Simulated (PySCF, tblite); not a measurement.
# C₁₀H₁₄: geometry, infrared bands and NMR shifts

What infrared bands and NMR shifts should C₁₀H₁₄ (`C=C[C@@H]1C[C@@H]2C=C[C@H]1CC2`) show?

Computed with tblite 0.8.0 and PySCF 2.14.0, with density-fitted response routines of our own, on a single molecule in the gas phase. Atoms are numbered from 0 throughout.

### 1 Starting geometry

24 atoms, charge 0, multiplicity 1; geometry from: force field or distance geometry start.

Bonds of the start (Å): C0–C1 1.35, C1–C2 1.49, C2–C3 1.57, C3–C4 1.55, C4–C5 1.51, C5–C6 1.34, C6–C7 1.51, C7–C8 1.55, C8–C9 1.55, C7–C2 1.56, C9–C4 1.55, C0–H10 1.08, C0–H11 1.08, C1–H12 1.11, C2–H13 1.10, C3–H14 1.09, C3–H15 1.11, C4–H16 1.10, C5–H17 1.08, C6–H18 1.09, C7–H19 1.10, C8–H20 1.10, C8–H21 1.09, C9–H22 1.10, C9–H23 1.10.

### 2 Optimising the geometry with GFN2-xTB

Job settings and geometry (Å):

```
{"job": {"kind": "relax", "xc": "GFN2-xTB", "basis": "xTB"}, "charge": 0, "multiplicity": 1}
C      3.205500    -1.120700     0.001400
C      2.064200    -0.656100     0.551600
C      0.864100    -0.215600    -0.217000
C      0.525900     1.295800     0.038200
C     -0.966700     1.442200     0.432100
C     -1.213000     0.583400     1.645900
C     -0.918300    -0.714000     1.476400
C     -0.401500    -1.069100     0.098400
C     -1.508100    -0.647300    -0.900100
C     -1.823100     0.861700    -0.720900
H      3.308400    -1.198700    -1.075800
H      4.032500    -1.427100     0.620900
H      2.004100    -0.599200     1.657000
H      1.081800    -0.318900    -1.294400
H      0.740300     1.881900    -0.854200
H      1.154900     1.704500     0.856100
H     -1.216700     2.494200     0.620400
H     -1.582900     0.994300     2.576000
H     -1.034800    -1.460800     2.261600
H     -0.198100    -2.144600     0.017200
H     -2.430500    -1.220800    -0.727400
H     -1.201500    -0.840300    -1.931900
H     -1.604400     1.403900    -1.647900
H     -2.893700     0.990900    -0.515900
```

Launch:

```sh
> OMP_NUM_THREADS=1 python probes_run.py task.json out
```

One launch serves the whole session: the jobs run in the order shown.

**Question.** This job is followed by: GFN2-xTB harmonic vibrations, gas phase; GIAO PBE0/pcSseg-1 NMR shielding, non-relativistic, gas phase. Predict these results of the whole session: strongest single infrared mode (GFN2-xTB); zero-point energy (GFN2-xTB); ¹³C shifts against TMS (PBE0/pcSseg-1); ¹H shifts against TMS (PBE0/pcSseg-1).

As calculated:

| quantity | value |
| --- | --- |
| strongest single infrared mode (GFN2-xTB) | 2989 cm⁻¹, 103 km/mol |
| zero-point energy (GFN2-xTB) | 132.9 kcal/mol |
| ¹³C shifts against TMS (PBE0/pcSseg-1) | 155.6, 143.7, 142.0, 117.1, 48.2, 40.2, 37.2, 33.9, 29.3, 26.9 ppm |
| ¹H shifts against TMS (PBE0/pcSseg-1) | 6.70, 6.59, 5.80, 5.18, 5.01, 2.49, 2.39, 2.17, 1.82, 1.62, 1.45, 1.31, 1.27, 1.00 ppm |

What this shows: Relaxing lowered the energy by 0.132 eV in 46 steps; the close pair that moved most is C0–C1, from 1.349 to 1.320 Å. No mode is imaginary among the 66: a minimum at this level. Unscaled tight-binding wavenumbers are off by several per cent, some by more. Its intensities can rank the bands wrongly.
